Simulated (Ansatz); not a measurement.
**SiH2Br (doublet): the correlation ladder at distance Br1–H2 along a hydrogen transfer = 1.999 Å, cc-pVDZ**

How much of the correlation energy of SiH2Br (doublet) does each wave-function method recover here?

The runs use Ansatz 0.2.0, Gaussian basis; cc-pVDZ, core rule «outside noble gas», up to 19 orbitals frozen.

Plan: UHF; CCSD(T) on ROHF; CCSD(T) on UHF; BCCD(T) on ROHF; CISD; CCSDT(Q) on ROHF; CCSDT(Q) on UHF; CASSCF and MRCISD+Q, 3 electrons in 3 orbitals; CASSCF and NEVPT2, 3 electrons in 3 orbitals; CASSCF and MRCISD+Q, 13 electrons in 10 orbitals; CASSCF and NEVPT4(SD), 13 electrons in 10 orbitals; CASSCF and NEVPT2, 13 electrons in 10 orbitals.

10 further runs of the same task are left out: 8 that didn't finish, 2 set aside as unsound or not needed.

## (1) The geometry

The geometry derives from fragments relaxed apart (PBE0/def2-TZVP) and kept rigid, so it is no stationary point. A hydrogen atom is moved between rigid fragments. No spin-orbit coupling is included. The filled d shell of Br may be among the frozen orbitals whatever the setting's name suggests; the logs give the count.

4 atoms, charge 0, spin multiplicity 2.

Atoms are counted from 1 here; the program's logs count them from 0.

Bond lengths: H2–Si3 1.671 Å, Si3–H4 1.532 Å. Angles: H2–Si3–H4 105.0°.

## (2) UHF

in.yaml reads:

```yaml
crystal:
  periodic: [false, false, false]
  atoms:
    - {symbol: Br, position_ang: [-2.433859, 0.369878, 0.000000]}
    - {symbol: H, position_ang: [-0.434859, 0.369878, 0.000000]}
    - {symbol: Si, position_ang: [1.236141, 0.369878, 0.000000]}
    - {symbol: H, position_ang: [1.632576, -1.109635, 0.000000]}
basis:
  gaussian: {orbitals: cc-pVDZ}
magnetization: {spin_polarized: true, initial_magnetization: 1}
hamiltonian: {xc: hf}
output: {orbitals: {seedname: orbitals}}
```

The run is started by

```sh
ansatz run in.yaml --threads 1 --pin off --events-out ev --progress --plain --max-ram 2393MiB
```

The runs that follow: CCSD(T) on ROHF; CCSD(T) on UHF; BCCD(T) on ROHF; CISD; CCSDT(Q) on ROHF; CCSDT(Q) on UHF; CASSCF and MRCISD+Q, 3 electrons in 3 orbitals; CASSCF and NEVPT2, 3 electrons in 3 orbitals; CASSCF and MRCISD+Q, 13 electrons in 10 orbitals; CASSCF and NEVPT4(SD), 13 electrons in 10 orbitals; CASSCF and NEVPT2, 13 electrons in 10 orbitals.

Q: Predict the results of all the runs planned. Wanted: UCCSDT(Q) below the RHF energy; RMP2 from UCCSDT(Q); UMP2 from UCCSDT(Q); RCCSD from UCCSDT(Q); RCCSD(T) from UCCSDT(Q); UCCSD(T) from UCCSDT(Q); RCCSDT(Q) from UCCSDT(Q); NEVPT2 pair from UCCSDT(Q); NEVPT2 valence from UCCSDT(Q).

The runs gave:

| quantity | value |
| --- | --- |
| UCCSDT(Q) below the RHF energy | -6.7301 eV |
| RMP2 from UCCSDT(Q) | +29.93 kcal/mol |
| UMP2 from UCCSDT(Q) | +33.40 kcal/mol |
| RCCSD from UCCSDT(Q) | +4.06 kcal/mol |
| RCCSD(T) from UCCSDT(Q) | +0.98 kcal/mol |
| UCCSD(T) from UCCSDT(Q) | +1.16 kcal/mol |
| RCCSDT(Q) from UCCSDT(Q) | +0.01 kcal/mol |
| NEVPT2 pair from UCCSDT(Q) | +27.91 kcal/mol |
| NEVPT2 valence from UCCSDT(Q) | +30.70 kcal/mol |
| NEVPT4(SD) valence from UCCSDT(Q) | +3.79 kcal/mol |
| levels within 1 kcal/mol (43 meV) | RCCSD(T), BCCD(T), RCCSDT, UCCSDT, RCCSDT(Q) |
| T1 diagnostic | 0.034 |
| effectively unpaired electrons | 1.07 |

In words: RCCSD(T) lands +0.98 kcal/mol from the yardstick (0.6 % of the correlation energy). One determinant dominates. Of the multireference levels listed MRCISD+Q valence comes nearest in total energy (+1.24 kcal/mol), which doesn't show that its space is the better one. These misses are within one basis, not against nature; the frozen cores of restricted and unrestricted runs differ, which can shift their rows.
